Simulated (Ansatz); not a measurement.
# AlGa3O6: the cost of one run

Method: DFT PBE, scalar-relativistic, plane waves, PAW, in Ansatz 0.2.0.

1 further run of the same task is left out (it didn't finish).

**1. The structure to begin with**

The structure is trigonal, space group R3 (No. 146). The conventional cell has a = 4.995 Å, b = 4.995 Å, c = 13.493 Å, α = 90.00°, β = 90.00°, γ = 120.00°. Al (site symmetry 3) has 6 O at 1.90 to 1.99 Å as nearest neighbours. Ga (site symmetry 3) has 6 O at 1.94 to 2.12 Å as nearest neighbours. Around Ga (site symmetry 3) lie 6 O at 1.94 to 2.10 Å. Around Ga (site symmetry 3) lie 6 O at 1.95 to 2.11 Å. Around O (site symmetry 1) lie 3 Ga at 1.94 to 2.12 Å and 1 Al at 1.99 Å. Around O (site symmetry 1) lie 1 Al at 1.90 Å and 3 Ga at 1.94 to 2.11 Å.

As a file:

```
CELL_PARAMETERS angstrom
2.49775 1.44207 4.49758
-2.49775 1.44207 4.49758
0.00000 -2.88415 4.49758
ATOMIC_POSITIONS crystal
Al 0.14964 0.14964 0.14964
Ga 0.35939 0.35939 0.35939
Ga 0.85501 0.85501 0.85501
Ga 0.64425 0.64425 0.64425
O 0.25135 0.54295 0.94700
O 0.54295 0.94700 0.25135
O 0.94700 0.25135 0.54295
O 0.76479 0.43286 0.05277
O 0.43286 0.05277 0.76479
O 0.05277 0.76479 0.43286
```

The cell was relaxed beforehand at this level, from a generated guess; it needn't be the stable form of this composition. At a tolerance of 0.02 Å it has space group R3 (No. 146); it has 9.72 Å³/atom, an uncorrected energy of -2.08 eV/atom over the elements.

**2. Bands, states and charges**

Contents of input.yaml:

```yaml
crystal:
  lattice:
    - [2.4977455502, 1.4420740658, 4.4975765303]
    - [-2.4977455502, 1.4420740658, 4.4975765303]
    - [0.0, -2.8841481315, 4.4975765304]
  atoms:
    - { symbol: Al, position: [0.1496405927, 0.1496405927, 0.1496405927] }
    - { symbol: Ga, position: [0.3593866785, 0.3593866785, 0.3593866785] }
    - { symbol: Ga, position: [0.8550138182, 0.8550138182, 0.8550138182] }
    - { symbol: Ga, position: [0.6442488823, 0.6442488823, 0.6442488823] }
    - { symbol: O, position: [0.2513461107, 0.5429516714, 0.9470017286] }
    - { symbol: O, position: [0.5429516714, 0.9470017286, 0.2513461107] }
    - { symbol: O, position: [0.9470017286, 0.2513461107, 0.5429516714] }
    - { symbol: O, position: [0.7647852573, 0.4328562737, 0.0527689865] }
    - { symbol: O, position: [0.4328562737, 0.0527689865, 0.7647852573] }
    - { symbol: O, position: [0.0527689865, 0.7647852573, 0.4328562737] }
basis:
  ecutwfc: 420
kpoints:
  mp_grid: { grid: [6, 6, 6] }
  band_path:
    path:
      - [[0.0, 0.0, 0.0], [-0.5, -0.5, -0.5], [-0.5, -0.23520393, -0.76479607]]
      - [[-0.23520393, 0.23520393, -0.5], [0.0, 0.0, -0.5], [0.0, 0.0, 0.0], [0.0, 0.36760196, -0.36760196]]
      - [[-0.36760196, 0.0, -0.63239804], [-0.5, 0.0, -0.5], [0.0, 0.0, 0.0]]
    npoints: 14
hamiltonian:
  xc: pbe
scf:
  occupations: { method: gaussian, width: 0.02 }
  n_extra_bands: 25
output:
  forces: true
  stress: true
  eigenvalues: true
  populations: true
  dos: { projected: true, de: 0.02, nscf_kmesh: { grid: [9, 9, 9] } }
  bader: true
  write_density: true
  write_potential: true
  elf: true
  volumetric_format: npy
```

The run is started by

```
> ansatz run input.yaml --threads 4 --pin off --max-ram 8192MiB --backend cpu --events-out ev --progress --plain --runs-dir out
```

What time and memory should one allow on 4 threads of Intel Xeon at 2.70GHz, shared host?

About 50 s, with a peak of 0.83 GiB.
